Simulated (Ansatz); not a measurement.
# AgTlS2: a single-point run

The task is a single-point run on AgTlS2. The structure is shown as the input types it. The cell is built on a prototype (ordering on zincblende) and needn't be the phase found in nature.

Method: density functional or hybrid calculation with the settings of its input, plane waves (as first typed), in Ansatz 0.2.0.

2 further runs of the same task are left out: 1 for a known fault of the program, 1 that didn't finish.

**1. The system as given**

It takes space group P-4m2 (No. 115, tetragonal). The conventional cell has a = 4.138 Å, b = 4.138 Å, c = 6.002 Å, α = 90.00°, β = 90.00°, γ = 90.00°. Ag (site symmetry -4m2) has 4 S at 2.54 Å as nearest neighbours. S (site symmetry 2mm) has 2 Ag at 2.54 Å and 2 Tl at 2.58 Å as nearest neighbours. Tl (site symmetry -4m2) has 4 S at 2.58 Å as nearest neighbours.

Coordinates:

```
Ag S Tl
1.0
     4.13844    0.00000    0.00000
     0.00000    4.13844    0.00000
     0.00000    0.00000    6.00234
Ag S Tl
1 2 1
Direct
  0.00000 0.00000 0.00000
  0.00000 0.50000 0.24458
  0.50000 0.00000 0.75542
  0.50000 0.50000 0.50000
```

**2. The run**

Contents of input.yaml:

```yaml
crystal:
  lattice:
    - [4.1384416178, 0.0, 0.0]
    - [0.0, 4.1384416178, 0.0]
    - [0.0, 0.0, 6.0023381934]
  atoms:
    - { symbol: Ag, position: [0.0, 0.0, 0.0] }
    - { symbol: S, position: [0.0, 0.5, 0.244582852] }
    - { symbol: Tl, position: [0.5, 0.5, 0.5] }
    - { symbol: S, position: [0.5, 0.0, 0.755417148] }
kpoints:
  mp_grid: { grid: [4, 4, 4] }
hamiltonian:
  xc: pbe
scf:
  occupations: { method: fermi_dirac, width: 0.02 }
  n_extra_bands: 5
  n_bands: 12
output:
  forces: true
  stress: true
  eigenvalues: true
```

Launch:

```bash
ansatz run input.yaml --threads 4 --pin off --max-ram 3686MiB --backend cpu --events-out ev --progress --plain --runs-dir out
```

**Question.** How will this run end, and is anything wrong with its input?

The run ended at the input check. It says: «line 18 column 3: unknown field `n_bands`, expected one of max_iter, algorithm, n_extra_bands, self_checks, convergence, ...»

The suspect setting: scf.n_bands is 12. The key belongs to a different code's input format, or to another block.

The cure: delete scf.n_bands.
